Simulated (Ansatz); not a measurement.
# YCl (quintet): relaxing a cheap start

Where does this start of YCl (quintet) end when it is relaxed?

Computed with Ansatz 0.2.0, Gaussian basis. Level: UKS PBE0/def2-TZVP.

**1. The system as given**

2 atoms, charge 0, spin multiplicity 5.

Atoms are counted from 1 here; the program's logs count them from 0.

Bond lengths: Y1–Cl2 2.470 Å.

The start is set by covalent radii. Sticks and bond lists go by distance. No spin-orbit coupling is included. Elements past krypton take def2 core potentials.

**2. The run**

in.yaml

```yaml
crystal:
  periodic: [false, false, false]
  atoms:
    - {symbol: Y, position_ang: [0.000000, 0.000000, 0.000000]}
    - {symbol: Cl, position_ang: [0.000000, 0.000000, 2.470000]}
basis:
  gaussian: {orbitals: def2-TZVP}
magnetization: {spin_polarized: true, initial_magnetization: 4}
hamiltonian: {xc: pbe0}
relax: {f_tol: 0.004, max_steps: 80}
```

On the command line:

```sh
$ ansatz run in.yaml --threads 1 --pin off --events-out ev --progress --plain --max-ram 2176MiB
```

Before running it: what results should come out? Wanted: energy gained; shift from the start; total energy; dipole moment; ⟨S²⟩.

**Answer**, as computed:

| quantity | value |
| --- | --- |
| steps | 6 |
| energy gained | 0.644 eV |
| shift from the start (rms) | 0.445 Å |
| total energy | -13556.0405 eV |
| dipole moment | 1.21 D |
| ⟨S²⟩ | 6.005 |

**Reading.** The bonds of the start are those of the end. Y1–Cl2 went from 2.470 to 3.361 Å. No vibrations were run, so this is a stationary point, not a proven minimum, and this spin need not be the ground state's.
